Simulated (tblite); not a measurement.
# C5H11FO2Si: the cost of one run

Programs: tblite 0.8.0 and PySCF 2.14.0, with density-fitted response routines of our own. Each step states its level of theory. These are calculated values for one molecule in the gas phase, unless marked as measured. Atoms count from 0, in the outputs and in this text.

## Step 1: The starting structure

20 atoms, charge 0, multiplicity 1; geometry from: force field or distance geometry start.

Bonds of the start (Å): C0–O1 1.44, O1–C2 1.39, C2–C3 1.33, C3–C4 1.49, C3–O5 1.41, O5–Si6 1.75, Si6–C7 1.85, C7–F8 1.41, C0–H9 1.11, C0–H10 1.12, C0–H11 1.09, C2–H12 1.07, C4–H13 1.13, C4–H14 1.10, C4–H15 1.11, Si6–H16 1.48, Si6–H17 1.45, C7–H18 1.12, C7–H19 1.12.

## Step 2: Relaxing the molecule with GFN2-xTB

What the job is given:

```
{"job": {"kind": "relax", "xc": "GFN2-xTB", "basis": "xTB"}, "charge": 0, "multiplicity": 1}
C      3.083200    -1.400800    -0.182200
O      2.223000    -0.602300     0.655700
C      1.725800     0.550000     0.057400
C      0.486600     0.617500    -0.411900
C      0.064100     1.906100    -1.026500
O     -0.410700    -0.471200    -0.323100
Si    -1.745500    -0.229200     0.787900
C     -3.345800    -0.803400     0.064800
F     -3.166600    -1.760400    -0.949300
H      3.380900    -2.259700     0.450900
H      2.533400    -1.740400    -1.100400
H      3.963600    -0.806800    -0.442300
H      2.400800     1.381900     0.002800
H      0.994800     2.456200    -1.360100
H     -0.492200     2.569900    -0.347200
H     -0.511400     1.724800    -1.958200
H     -1.439500    -1.059000     1.971500
H     -1.832400     1.184400     1.091000
H     -3.924400    -1.286500     0.888300
H     -3.992700     0.039600    -0.281900
```

Launch:

```bash
OMP_NUM_THREADS=1 python probes_run.py task.json out
```

The driver reads the jobs from task.json and runs them one after another.

Q: Estimate the wall time of this first job on 1 thread of Arm Neoverse V2, shared host.

About 1.4 s.
